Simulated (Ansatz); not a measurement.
**AlGeO3, relaxed**

Wanted: the geometry at rest of AlGeO3 (a structure type of another compound, with these elements put in), relaxing the atoms in a fixed cell, and its electronic structure there.

Computed, not measured: Ansatz 0.2.0, DFT, PBE, no spin polarisation, plane waves, PAW.

## (1) The system as given

The structure is trigonal, space group R-3c (No. 167). The conventional cell has a = 4.969 Å, b = 4.969 Å, c = 12.095 Å, α = 90.00°, β = 90.00°, γ = 120.00°. Around O (site symmetry 2) lie 2 Al at 1.77 Å and 3 Ge at 2.26 to 2.48 Å. Around Ge (site symmetry 32) lie 9 O at 2.26 to 2.48 Å. Around Al (site symmetry -3) lie 6 O at 1.77 Å.

Symmetry-reduced, conventional setting; the input below types the cell that was run:

```cif
data_structure
_symmetry_space_group_name_H-M 'R-3c:H'
_symmetry_Int_Tables_number 167
_cell_length_a 4.9691
_cell_length_b 4.9691
_cell_length_c 12.0952
_cell_angle_alpha 90.000
_cell_angle_beta 90.000
_cell_angle_gamma 120.000
_cell_volume 258.65
loop_
_atom_site_label
_atom_site_type_symbol
_atom_site_symmetry_multiplicity
_atom_site_Wyckoff_symbol
_atom_site_fract_x
_atom_site_fract_y
_atom_site_fract_z
_atom_site_occupancy
O1 O 18 e 0.54430 0.00000 0.25000 1
Ge1 Ge 6 a 0.33333 0.66667 0.91667 1
Al1 Al 6 b 0.00000 0.00000 0.00000 1
```

It starts from an earlier solution of the starting cell (checkpoint.read).

## (2) Relaxing

File input.yaml:

```yaml
crystal:
  lattice:
    - [2.484564, 1.434468, 4.031749]
    - [-2.484564, 1.434468, 4.031749]
    - [0.0, -2.868926, 4.031749]
  atoms:
    - { symbol: O, position: [0.7943, 0.7057, 0.25] }
    - { symbol: O, position: [0.25, 0.7943, 0.7057] }
    - { symbol: O, position: [0.7057, 0.25, 0.7943] }
    - { symbol: O, position: [0.2057, 0.2943, 0.75] }
    - { symbol: O, position: [0.75, 0.2057, 0.2943] }
    - { symbol: O, position: [0.2943, 0.75, 0.2057] }
    - { symbol: Ge, position: [0.25, 0.25, 0.25] }
    - { symbol: Ge, position: [0.75, 0.75, 0.75] }
    - { symbol: Al, position: [0.0, 0.0, 0.0] }
    - { symbol: Al, position: [0.5, 0.5, 0.5] }
  symmetry: { tolerance: 0.0003 }
kpoints:
  mp_grid: { grid: [5, 5, 5], shift: [0, 0, 0] }
magnetization:
  spin_polarized: false
scf:
  occupations: { method: fermi_dirac, width: 0.0328 }
  lower_state_search: "off"
hamiltonian:
  pseudopotentials: { kind: paw }
  xc: pbe
basis:
  ecutwfc: 420
  fft_grid_basis: typed
relax:
  max_steps: 40
output:
  forces: true
  stress: true
  eigenvalues: true
  bader: true
  populations: true
  elf: true
  write_potential: true
  volumetric_format: npy
  dos:
    e_range: [-12, 8]
    de: 0.05
    projected: { site_lists: { Al: [Al], Ge: [Ge], O: [O] } }
  write_density: true
checkpoint:
  read: saved_state
```

Run with:

```
> ansatz run input.yaml --threads 2 --pin off --max-ram 3584MiB --backend cpu --events-out ev --progress --plain --runs-dir out
```

Q: Predict the outcome of this session. Wanted: moves; energy gained; largest move; pressure left in the fixed cell; character; Bader charges.

As calculated:

| quantity | value |
| --- | --- |
| moves | 4 |
| energy gained | 247.3 meV/atom |
| largest move | 0.31 Å (O) |
| space group (0.01 Å), before / after | R-3c / R-3c |
| pressure left in the fixed cell | 31.4 GPa |
| character | metal |
| density of states, mean within 0.25 eV of the Fermi level | 5.1 per eV per cell |
| Bader charges | O -1.44, Ge +1.75, Al +2.57 e |

In the fixed cell the largest move of an atom is 0.31 Å; the energy fell by 247.3 meV per atom. The fixed cell still holds a mean pressure of 31.4 GPa, so it would expand if let free. With 12 symmetry operations imposed, the end may be a saddle point towards distortions that break them. It is a metal; within 0.25 eV of the Fermi level the density of states averages 5.1 per eV per cell, mostly O p (50 %) and Ge s (40 %). Al loses most charge (+2.57 e on average) and O gains most (-1.44 e).

Caveats: the k mesh is coarse for a cell without a gap; the SCF threshold is loose for a stress.
